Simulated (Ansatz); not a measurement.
Crystal: CS2.

```
CELL_PARAMETERS angstrom
3.64579 -2.99431 0.00000
3.64579 2.99431 0.00000
0.00000 0.00000 9.85126
ATOMIC_POSITIONS crystal
S 0.18152 0.81848 0.88687
S 0.31848 0.68152 0.38687
S 0.68152 0.31848 0.61313
S 0.81848 0.18152 0.11313
C 0.50000 0.50000 0.50000
C 0.00000 0.00000 0.00000
```

The cell comes from a database or a generator and needn't be the stable form of this composition.

Base run:

- Program: Ansatz 0.2.0
- Functional: PBEsol
- Potentials or basis: Ansatz PAW
- Cutoff: 420 eV (not typed: the program's choice for these potentials)
- k mesh: 6 × 6 × 3
- Occupations: fermi-dirac, width 0.05 eV
- Spin: no spin polarisation

Its results: band gap on the k mesh 3.41 eV, direct; pressure -0.1 GPa; largest force 0.085 eV/Å.

Q: The run is repeated on the same cell with these changes: functional from PBEsol to LDA. What comes out?

A: Band gap on the k mesh 3.32 eV, direct; pressure -1.1 GPa; largest force 0.222 eV/Å.

LDA binds more tightly than PBEsol, so the same cell stands under less pressure.

Caveats: the PAW data sets come from PBE, with cores solved anew for the run's functional, which leaves a small shift of forces and pressure.
